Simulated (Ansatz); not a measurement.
# FH5O3SiTi: the cost of one run

All numbers below are computed with Ansatz 0.2.0 (RKS PBE/def2-SVP).

## Step 1: The starting structure

Bond lengths: Ti1–O2 1.920 Å, Ti1–Si3 3.195 Å, O2–Si3 1.680 Å, Si3–H4 1.460 Å, Si3–H5 1.460 Å, Si3–H6 1.460 Å, Ti1–O7 1.920 Å, O7–H8 1.010 Å, Ti1–F9 1.829 Å, Ti1–O10 1.919 Å, O10–H11 1.010 Å. Angles (14 of 23 angles, heavy atoms first): Ti1–O2–Si3 125.0°, O2–Ti1–Si3 25.5°, O2–Ti1–O7 109.5°, O2–Ti1–F9 109.5°, O2–Ti1–O10 109.5°, Si3–Ti1–O7 133.5°, Si3–Ti1–F9 102.2°, Si3–Ti1–O10 90.2°, O7–Ti1–F9 109.5°, O7–Ti1–O10 109.5°, F9–Ti1–O10 109.5°, Ti1–Si3–O2 29.5°, Ti1–Si3–H4 82.0°, Ti1–Si3–H5 131.1°.

As a file:

```xyz
11

Ti    0.0000    0.0000    0.0000
O     0.0000    0.0000    1.9200
Si   -1.3147   -0.4067    2.8836
H    -2.2390   -1.2403    2.1204
H    -0.8506   -1.1432    4.0557
H    -1.9987    0.8095    3.3133
O     1.8106    0.0000   -0.6394
H     2.1269   -0.9521   -0.7560
F    -0.8619    1.4933   -0.6094
O    -0.9043   -1.5667   -0.6394
H    -1.3590   -2.0324    0.1330
```

## Step 2: Relaxing the start

Contents of input.yaml:

```yaml
crystal:
  periodic: [false, false, false]
  atoms:
    - { symbol: Ti, position_ang: [0.0, 0.0, 0.0] }
    - { symbol: O, position_ang: [0.0, 0.0, 1.92] }
    - { symbol: Si, position_ang: [-1.3147, -0.4067, 2.8836] }
    - { symbol: H, position_ang: [-2.239, -1.2403, 2.1204] }
    - { symbol: H, position_ang: [-0.8506, -1.1432, 4.0557] }
    - { symbol: H, position_ang: [-1.9987, 0.8095, 3.3133] }
    - { symbol: O, position_ang: [1.8106, 0.0, -0.6394] }
    - { symbol: H, position_ang: [2.1269, -0.9521, -0.756] }
    - { symbol: F, position_ang: [-0.8619, 1.4933, -0.6094] }
    - { symbol: O, position_ang: [-0.9043, -1.5667, -0.6394] }
    - { symbol: H, position_ang: [-1.359, -2.0324, 0.133] }
basis:
  gaussian: { orbitals: def2-SVP }
hamiltonian:
  xc: pbe
relax:
  f_tol: 0.02
  max_steps: 40
output:
  orbitals: {}
```

Run with:

```bash
ansatz run input.yaml --threads 4 --pin off --max-ram 5120MiB --backend cpu --events-out ev --progress --plain --runs-dir out
```

What time and memory should one allow on 4 threads of Arm Neoverse V1, shared host?

About 50 s, with a peak of 0.21 GiB.
